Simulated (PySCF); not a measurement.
# C6H12NO: the cost of one run

Computed with PySCF 2.14.0 and routines of our own; the level stands in each step. Atoms count from 0.

## (1) The system as given

20 atoms, charge 1, multiplicity 1; geometry from: GFN2-xTB.

## (2) Magnetic properties: GIAO B3LYP/pcSseg-1

What the job is given:

```
{"job": {"kind": "mag", "xc": "B3LYP", "basis": "pcSseg-1", "isotopologues": 2}, "charge": 1, "multiplicity": 1}
C     -2.127290    -0.965796    -0.413659
C     -1.542485     0.355458    -0.173807
N     -0.427943     0.624249     0.394364
C     -0.000567     1.983858     0.607348
C      0.486819    -0.398578     0.886732
C      1.244461    -1.133003    -0.229736
C      2.274368    -0.276150    -0.927223
O      2.445973     0.887502    -0.707728
H     -1.582494    -1.791905     0.030809
H     -3.154506    -0.964005    -0.042954
H     -2.213884    -1.128980    -1.490610
H     -2.136202     1.200379    -0.508798
H      0.998789     2.116249     0.184318
H     -0.686928     2.692493     0.150134
H      0.056805     2.184288     1.678461
H     -0.071196    -1.122504     1.485170
H      1.218845     0.092592     1.530178
H      0.573035    -1.534519    -0.991006
H      1.771804    -1.983720     0.208480
H      2.867447    -0.827229    -1.673510
```

Method: GIAO B3LYP/pcSseg-1 magnetisability, rotational g tensor and spin-rotation constants, non-relativistic, gas phase.

Command:

```
$ OMP_NUM_THREADS=1 python excited_run.py task.json out
```

This one command runs all jobs of the session in turn.

**Question.** How long does this first job take on 1 thread of Arm Neoverse V2, shared host, and how much memory does it need?

About 33 s, with a peak of 0.97 GiB.
